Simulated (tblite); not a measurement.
# As12H14P12: the cost of one run

Computed with tblite 0.8.0 and PySCF 2.14.0 and routines of our own; the level stands in each step. Atoms count from 0.

## (1) The system as given

38 atoms, charge 0, multiplicity 1; geometry from: force field, distance geometry or constructed start.

## (2) Optimising the geometry with GFN2-xTB

Job settings and geometry (Å):

```
{"job": {"kind": "relax", "xc": "GFN2-xTB", "basis": "xTB"}, "charge": 0, "multiplicity": 1}
As     3.457900     0.997600    -0.663700
P      1.723300     1.998800     0.631000
As     0.005200     0.997100    -0.661100
P     -0.000700    -0.989700     0.631700
As     1.725500    -1.992100    -0.658700
P      3.449700    -0.994600     0.635300
As     1.726600     3.991500    -0.665400
P      0.003400     4.989300     0.639400
As    -1.723800     3.987700    -0.662500
P     -1.729300     1.995400     0.639500
As    -3.455100     0.998200    -0.664200
P     -3.455500    -0.996100     0.637900
As    -1.729900    -1.990200    -0.657100
P     -5.177300     1.995600     0.635200
As    -6.908200     1.004500    -0.661900
P     -6.907900    -0.993500     0.644200
As    -5.179100    -1.989000    -0.661200
As     6.904900     0.996000    -0.663100
P      5.178900     1.998000     0.640400
As     5.182300    -1.990000    -0.659400
P      6.903700    -0.990300     0.639400
P     -1.727400    -3.983000     0.637700
As     0.003400    -4.976700    -0.655500
P      1.722300    -3.988800     0.636400
H      2.829600     4.629000     0.169100
H     -0.006100     6.158400    -0.124300
H     -2.828400     4.628700     0.167500
H     -5.180100     3.169500    -0.125600
H     -8.008000     1.636400     0.166200
H     -7.920500    -1.580100    -0.123400
H     -5.175900    -3.263600     0.167100
H      8.006700     1.637300     0.168400
H      5.178500     3.169000    -0.128700
H      5.181600    -3.265500     0.171900
H      7.922800    -1.578700    -0.130100
H     -2.741600    -4.568700    -0.129700
H     -0.000800    -6.254400     0.164100
H      2.743000    -4.568400    -0.129400
```

Launch:

```console
> OMP_NUM_THREADS=4 python large_run.py task.json out
```

The driver reads the jobs from task.json and runs them one after another.

Q: Estimate the wall time and peak memory of this first job on 4 threads of Arm Neoverse V1, shared host.

About 5.8 s, with a peak of 0.16 GiB.
